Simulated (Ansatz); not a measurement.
# C2H8B2: the cost of one run

Program: Ansatz 0.2.0. Level of theory: RKS PBE-D4/def2-mTZVP. These are calculated values, not measurements.

## (1) Starting point

Bond lengths: B1–B2 1.608 Å, B2–C3 1.580 Å, C3–C4 1.463 Å, B1–H5 1.196 Å, B1–H6 1.252 Å, B2–H7 1.180 Å, C3–H8 1.133 Å, C3–H9 1.121 Å, C4–H10 1.107 Å, C4–H11 1.065 Å, C4–H12 1.167 Å. Angles (14 of 18 angles, heavy atoms first): B1–B2–C3 119.3°, B2–C3–C4 115.8°, B1–B2–H7 120.9°, C3–B2–H7 119.6°, B2–B1–H5 124.3°, B2–B1–H6 120.2°, B2–C3–H8 109.1°, B2–C3–H9 108.3°, C4–C3–H8 110.6°, C4–C3–H9 110.2°, C3–C4–H10 111.4°, C3–C4–H11 115.3°, C3–C4–H12 107.8°, H5–B1–H6 115.4°.

Coordinates:

```xyz
12

B    -0.6089    1.8409   -0.2758
B    -0.1691    0.7486    0.8197
C     0.7103   -0.4851    0.3717
C     0.0532   -1.4480   -0.5119
H    -0.3637    1.7612   -1.4438
H    -1.2977    2.8297    0.0624
H    -0.4029    0.9117    1.9650
H     1.1167   -1.0036    1.2932
H     1.6443   -0.0945   -0.1089
H    -0.3310   -0.9598   -1.4279
H     0.6255   -2.3160   -0.7448
H    -0.8997   -1.8403    0.0350
```

## (2) Relaxing end A

input.yaml

```yaml
crystal:
  periodic: [false, false, false]
  atoms:
    - { symbol: B, position_ang: [-0.6089, 1.8409, -0.2758] }
    - { symbol: B, position_ang: [-0.1691, 0.7486, 0.8197] }
    - { symbol: C, position_ang: [0.7103, -0.4851, 0.3717] }
    - { symbol: C, position_ang: [0.0532, -1.448, -0.5119] }
    - { symbol: H, position_ang: [-0.3637, 1.7612, -1.4438] }
    - { symbol: H, position_ang: [-1.2977, 2.8297, 0.0624] }
    - { symbol: H, position_ang: [-0.4029, 0.9117, 1.965] }
    - { symbol: H, position_ang: [1.1167, -1.0036, 1.2932] }
    - { symbol: H, position_ang: [1.6443, -0.0945, -0.1089] }
    - { symbol: H, position_ang: [-0.331, -0.9598, -1.4279] }
    - { symbol: H, position_ang: [0.6255, -2.316, -0.7448] }
    - { symbol: H, position_ang: [-0.8997, -1.8403, 0.035] }
basis:
  gaussian: { orbitals: def2-mTZVP }
hamiltonian:
  xc: pbe
  dispersion: d4
relax:
  f_tol: 0.015
  max_steps: 40
output:
  orbitals: {}
```

The run is started by

```console
> ansatz run input.yaml --threads 2 --pin off --max-ram 3072MiB --backend cpu --events-out ev --progress --plain --runs-dir out
```

**Question.** How long does this run take on 2 threads of Intel Xeon 6975P-C (Granite Rapids), shared host, and how much memory does it need?

About 22 s, with a peak of 0.2 GiB.
